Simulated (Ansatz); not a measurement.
# Molecular dynamics of MgO

Input file:

```yaml
crystal:
  lattice:
    - [5.501291, 0.0, 0.0]
    - [2.750645, 4.764258, 0.0]
    - [0.0, 0.0, 16.614731]
  atoms:
    - { symbol: Mg, position: [0.0, 0.0, 0.0601876] }
    - { symbol: O, position: [0.33333338, 0.83333336, 0.1277749] }
    - { symbol: Mg, position: [3.0e-08, 0.5, 0.0601876] }
    - { symbol: O, position: [0.33333335, 0.33333336, 0.1277749] }
    - { symbol: Mg, position: [0.5, 3.0e-08, 0.0601876] }
    - { symbol: O, position: [0.83333338, 0.83333339, 0.1277749] }
    - { symbol: Mg, position: [0.50000003, 0.50000003, 0.0601876] }
    - { symbol: O, position: [0.83333335, 0.33333339, 0.1277749] }
    - { symbol: Mg, position: [0.6666667, 0.66666671, 0.21118615] }
    - { symbol: O, position: [1.00000002, 0.50000006, 0.2797987] }
    - { symbol: Mg, position: [0.66666667, 0.16666671, 0.21118615] }
    - { symbol: O, position: [0.99999999, 6.0e-08, 0.2797987] }
    - { symbol: Mg, position: [0.1666667, 0.66666668, 0.21118615] }
    - { symbol: O, position: [0.50000003, 0.50000003, 0.2797987] }
    - { symbol: Mg, position: [0.16666668, 0.16666668, 0.21118615] }
    - { symbol: O, position: [0.5, 3.0e-08, 0.2797987] }
    - { symbol: Mg, position: [0.33333335, 0.33333336, 0.36285743] }
    - { symbol: O, position: [0.66666667, 0.16666671, 0.43253579] }
    - { symbol: Mg, position: [0.33333338, 0.83333336, 0.36285743] }
    - { symbol: O, position: [0.6666667, 0.66666671, 0.43253579] }
    - { symbol: Mg, position: [0.83333335, 0.33333339, 0.36285743] }
    - { symbol: O, position: [0.16666668, 0.16666668, 0.43253579] }
    - { symbol: Mg, position: [0.83333338, 0.83333339, 0.36285743] }
    - { symbol: O, position: [0.1666667, 0.66666668, 0.43253579] }
basis:
  ecutwfc: 420.0
kpoints:
  mp_grid: { grid: [2, 2, 1] }
hamiltonian:
  xc: pbesol
  pseudopotentials: { kind: paw, azcp: { folder: soft_1 } }
scf:
  occupations: { method: fermi_dirac, width: 0.02 }
  lower_state_search: "off"
md:
  timestep: 1
  n_steps: 220
  ensemble: nve
  temperature: 1800.0
  initial_velocities: maxwell_boltzmann
  seed: 63045
  constraints: [{ sites: [0, 1, 2, 3, 4, 5, 6, 7] }]
```

Command:

```bash
$ ansatz run input.yaml --threads 2 --pin off --max-ram 5120MiB --backend cpu --events-out ev --progress --plain --runs-dir out
```

It starts from a relaxed structure.

Output, in part (step lines):

```
md step     0: t =     0.00 fs  T =  1800.0 K  F+E_penalty+E_count = -29685.67741526 eV  E_kin = 3.722688 eV  conserved = -29681.95472729 eV  (35 SCF iters)
md step     1: t =     1.00 fs  T =  1788.5 K  F+E_penalty+E_count = -29685.65366706 eV  E_kin = 3.698916 eV  conserved = -29681.95475103 eV  (18 SCF iters)
md step     2: t =     2.00 fs  T =  1754.7 K  F+E_penalty+E_count = -29685.58365261 eV  E_kin = 3.628930 eV  conserved = -29681.95472288 eV  (17 SCF iters)
md step     3: t =     3.00 fs  T =  1699.0 K  F+E_penalty+E_count = -29685.46845164 eV  E_kin = 3.513894 eV  conserved = -29681.95455780 eV  (15 SCF iters)
md step     4: t =     4.00 fs  T =  1623.1 K  F+E_penalty+E_count = -29685.31106653 eV  E_kin = 3.356787 eV  conserved = -29681.95427912 eV  (15 SCF iters)
md step     5: t =     5.00 fs  T =  1529.1 K  F+E_penalty+E_count = -29685.11627504 eV  E_kin = 3.162366 eV  conserved = -29681.95390952 eV  (9 SCF iters)
md step     6: t =     6.00 fs  T =  1420.1 K  F+E_penalty+E_count = -29684.89037043 eV  E_kin = 2.936916 eV  conserved = -29681.95345435 eV  (7 SCF iters)
md step     7: t =     7.00 fs  T =  1299.8 K  F+E_penalty+E_count = -29684.64106577 eV  E_kin = 2.688152 eV  conserved = -29681.95291421 eV  (6 SCF iters)
[... lines left out ...]
md step   220: t =   220.00 fs  T =  1731.5 K  F+E_penalty+E_count = -29685.53343600 eV  E_kin = 3.580996 eV  conserved = -29681.95243968 eV  (16 SCF iters)
```

The steps, from the saved trajectory:

```csv
time (fs),T (K),potential energy less start (eV),conserved less start (meV/atom)
0,1800,0.000,0.00
7,1300,1.036,0.08
14,554,2.582,0.24
21,706,2.266,0.12
28,974,1.709,0.06
35,815,2.041,0.13
42,764,2.147,0.16
49,1020,1.617,0.10
56,1143,1.361,0.08
63,940,1.783,0.12
70,717,2.243,0.15
77,722,2.233,0.14
84,903,1.857,0.11
91,950,1.759,0.09
98,805,2.061,0.16
105,926,1.811,0.16
112,1352,0.930,0.12
119,1729,0.147,-0.01
126,1678,0.256,0.16
133,1838,-0.077,0.05
140,1739,0.129,0.15
147,1876,-0.156,0.05
154,1777,0.050,0.09
161,1439,0.746,0.02
168,1140,1.368,0.14
175,1401,0.827,0.06
182,1384,0.862,0.11
189,1392,0.848,0.15
196,1729,0.150,0.11
203,2027,-0.471,-0.02
210,1929,-0.265,0.09
217,1882,-0.168,0.05
```

All steps were run. The conserved energy stayed within 0.25 meV per atom of its start (net change 0.095 meV per atom), so the integration is sound. A run of 0.22 ps of so small a system gives no equilibrium averages. Limits of this set-up: coarse k mesh, thin slab, slab without dipole correction, PAW files made for another functional.

Mean squared displacements from the first frame to the last: Mg 0.76 Å², O 0.27 Å².

Last frame:

```xyz
24
Lattice="5.5013 0.0000 0.0000 2.7506 4.7643 0.0000 0.0000 0.0000 16.6147" Properties=species:S:1:pos:R:3
Mg 0.000 0.000 1.000
O 4.126 3.970 2.123
Mg 1.375 2.382 1.000
O 2.751 1.588 2.123
Mg 2.751 0.000 1.000
O 6.877 3.970 2.123
Mg 4.126 2.382 1.000
O 5.501 1.588 2.123
Mg 5.704 3.083 3.635
O 7.098 2.281 4.968
Mg 4.234 0.736 3.666
O 5.585 -0.082 4.847
Mg 2.778 3.154 3.587
O 4.209 2.304 4.628
Mg 1.253 0.759 3.889
O 2.760 -0.002 4.512
Mg 2.215 0.579 6.230
O 3.612 1.329 7.633
Mg 4.523 4.127 8.335
O 6.007 3.626 7.181
Mg 5.017 2.190 6.239
O 0.608 0.667 7.401
Mg 7.831 4.075 6.695
O 3.302 2.818 8.047
```

The run took 20 min on 2 threads of Arm Neoverse V1 (shared host), peak memory 1 GiB.
